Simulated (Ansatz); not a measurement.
# H₆O₂SSi₂: a ladder of functionals and wavefunction methods

An exercise on one series of results from a longer session: the logs are not shown, and one member is left open.

Method: functionals in def2-TZVPP, the program's frozen cores in correlated methods; program: Ansatz 0.2.0, Gaussian basis.

Plan: LDA (SPW92), PBE-D4, revPBE-D4, BLYP-D4, r2SCAN-D4, B97M-V, PBE0-D4, B3LYP-D4, r2SCANh-D4, r2SCAN0-D4, HSE06-D4, BHLYP-D4, CAM-B3LYP-D4, LC-ωPBE, ωB97X-V, ωB97M-V, B2PLYP, PBE-QIDH; CCSD(T)/def2-SVP; CCSD(T)/def2-TZVPP; MP2/def2-QZVPP; extrapolation to the limit; RPA on PBE.

## The relaxed structure

All runs share one geometry, relaxed beforehand with PBE0-D4 in a triple-zeta def2 set.

SMILES `O[SiH2]O[SiH2]S`, 11 atoms, charge 0, spin multiplicity 1.

Atoms are counted from 1 here; the program's logs count them from 0.

Bond lengths: O1–Si2 1.636 Å, O1–H6 0.961 Å, Si2–O3 1.643 Å, Si2–H7 1.485 Å, Si2–H8 1.475 Å, O3–Si4 1.629 Å, Si4–S5 2.143 Å, Si4–H9 1.479 Å, Si4–H10 1.481 Å, S5–H11 1.345 Å. Angles: Si2–O1–H6 116.3°, O1–Si2–O3 111.6°, O1–Si2–H7 111.2°, O1–Si2–H8 106.5°, O3–Si2–H7 107.5°, O3–Si2–H8 108.1°, H7–Si2–H8 112.1°, Si2–O3–Si4 139.3°, O3–Si4–S5 112.1°, O3–Si4–H9 108.0°, O3–Si4–H10 110.8°, S5–Si4–H9 109.9°, S5–Si4–H10 104.0°, H9–Si4–H10 112.0°, Si4–S5–H11 94.4°.

Set-up of the first run:

Input file in.yaml:

```yaml
crystal:
  periodic: [false, false, false]
  atoms:
    - {symbol: O, position_ang: [-0.810588, 1.722942, 0.904056]}
    - {symbol: Si, position_ang: [-1.372501, 0.186707, 0.900851]}
    - {symbol: O, position_ang: [-0.695743, -0.702019, -0.304356]}
    - {symbol: Si, position_ang: [0.779864, -1.078029, -0.881805]}
    - {symbol: S, position_ang: [2.214675, 0.466557, -0.496602]}
    - {symbol: H, position_ang: [0.138737, 1.829135, 1.009732]}
    - {symbol: H, position_ang: [-1.069178, -0.497906, 2.183667]}
    - {symbol: H, position_ang: [-2.823390, 0.273055, 0.647819]}
    - {symbol: H, position_ang: [0.658355, -1.300625, -2.338500]}
    - {symbol: H, position_ang: [1.332511, -2.262355, -0.184944]}
    - {symbol: H, position_ang: [1.712459, 1.305638, -1.419319]}
basis:
  gaussian: {orbitals: def2-TZVPP}
hamiltonian: {xc: lda}
output: {orbitals: {seedname: orbitals}}
```

Among the steps run: LDA; PBE-D4 (GGA); revPBE-D4 (GGA); BLYP-D4 (GGA); r2SCAN-D4 (meta-GGA); B97M-V (meta-GGA); PBE0-D4 (hybrid); B3LYP-D4 (hybrid); r2SCANh-D4 (hybrid); r2SCAN0-D4 (hybrid); HSE06-D4 (hybrid); BHLYP-D4 (hybrid); CAM-B3LYP-D4 (range-separated); LC-ωPBE (range-separated); ωB97X-V (range-separated); ωB97M-V (range-separated); B2PLYP (double hybrid); PBE-QIDH (double hybrid).

One table of the session follows, with a row left open; its other results are not shown here.

It belongs to the step «Orbital energies across the functionals». 

```
  functional  HOMO (eV)  gap (eV)
 LDA (SPW92)      -6.91      5.85
      PBE-D4      -6.77      5.90
   revPBE-D4          ?         ?
     BLYP-D4      -6.58      5.79
   r2SCAN-D4      -7.06      6.56
      B97M-V      -7.19      6.45
     PBE0-D4      -8.01      8.05
    B3LYP-D4      -7.74      7.51
  r2SCANh-D4      -7.51      7.34
  r2SCAN0-D4      -8.20      8.48
    HSE06-D4      -7.60      7.27
    BHLYP-D4      -9.09      9.97
CAM-B3LYP-D4      -9.33     10.34
     LC-ωPBE     -10.76     13.03
     ωB97X-V     -10.38     12.46
     ωB97M-V     -10.22     12.00
```

Q: Estimate the row for revPBE-D4 from the others.

The run gave: HOMO (eV): -6.71; gap (eV): 5.93. In the column «HOMO (eV)» it lies between PBE-D4 (-6.77) and BLYP-D4 (-6.58).
